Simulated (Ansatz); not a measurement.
Tc3Mo, space group Pm-3m, a test of the smearing width

Computed with the Ansatz DFT code, driven from Python.

Notebook, run cell by cell (the value of a cell's last expression is shown):

In [1]:
```python
import warnings

import ansatz as az
from tabulate import tabulate
```

In [2]:
```python
SCF_TOL = 1e-06
MAX_SCF = 100
VDW = "d3bj"
```

In [3]:
```python
warnings.simplefilter("ignore", az.DeckWarning)
```

In [4]:
```python
tc3mo = (
    az.Lattice.cubic(3.914319)
    .space_group(221)
    .atom("Tc", (0.0, 0.5, 0.5))
    .atom("Mo", (0.0, 0.0, 0.0))
)
```

In [5]:
```python
tc3mo.resolved().sites[-1]
```
Out [5]:
```text
Site(symbol='Mo', position=(0.0, 0.0, 0.0), moment=None, axis=None, held=None, saved=None)
```

In [6]:
```python
base = tc3mo.calculation()
base = base.kpoints(6, center="gamma")
base = base.scf(tolerance=SCF_TOL, max_iterations=MAX_SCF)
base = base.pseudopotentials("nc")
base = base.functional(az.Functional.PBESOL, dispersion=VDW)
base = base.stress()
```

In [7]:
```python
rows = []
for value in [0.5, 0.3, 0.2, 0.1]:
    rep = base.occupations("fermi_dirac", width=value).run(threads=1, pin="off").report
    rows.append((value, rep["free_energy_ev"] / len(rep["lattice"]["sites"]), rep["n_iterations"], sum(rep["stress_gpa"][i][i] for i in range(3)) / 3, rep["n_kpoints"]))
```

In [8]:
```python
print(tabulate(rows, headers=["width (eV)", "F/atom (eV)", "iterations", "P (GPa)", "k-points"], floatfmt=".4f", tablefmt="github"))
```
```text
|   width (eV) |   F/atom (eV) |   iterations |   P (GPa) |   k-points |
|--------------|---------------|--------------|-----------|------------|
|       0.5000 |    -2210.0799 |            9 |  -11.3310 |         20 |
|       0.3000 |    -2209.7807 |            8 |  -15.6237 |         20 |
|       0.2000 |    -2209.6906 |            8 |  -16.9923 |         20 |
|       0.1000 |    -2209.6388 |            8 |  -17.8039 |         20 |
```

In [9]:
```python
for row in rows[:-1]:
    shift = 1000 * (row[1] - rows[-1][1])
    print(f"{row[0]}: {shift:+.2f} meV/atom" + ("  (within 2 meV)" if abs(shift) < 2 else ""))
```
```text
0.5: -441.07 meV/atom
0.3: -141.94 meV/atom
0.2: -51.76 meV/atom
```

Going from 0.1 to 0.5 eV changes F by -441.1 meV an atom. With this scheme F falls roughly as the square of the width; the report's estimate for zero width (energy_sigma0_ev) moves by only +12.4 meV. The pressure moves from -17.80 to -11.33 GPa.

Caveats:
- No spin polarisation was allowed.
- Dispersion corrections can be off by several per cent in the lattices of metals, and by several GPa in the pressure at a fixed cell.
- The mesh is modest for a metal, so energies can be off by several to tens of meV an atom and pressures by half a GPa or more; differences at equal mesh fare better.
- The smearing is wide enough that free energy and stress hold a thermal part of the electrons.
- The program warned that this SCF threshold is loose for forces or stresses.
- The narrowest width needs the finest mesh, so the last row is no converged reference.
- Pressure is positive in compression.
- At these settings the cell as given stands under about -11 GPa, so it isn't at this functional's equilibrium volume.
- This cell is a computed structure, which may not be the phase found in nature.
- The script silences the warnings on its input, which a real study should read.
- It ran for 27 s on 1 thread of Arm Neoverse V2 (shared host), peak memory 0.48 GiB.

(Lines on the test bed's own set-up are left out of the output.)
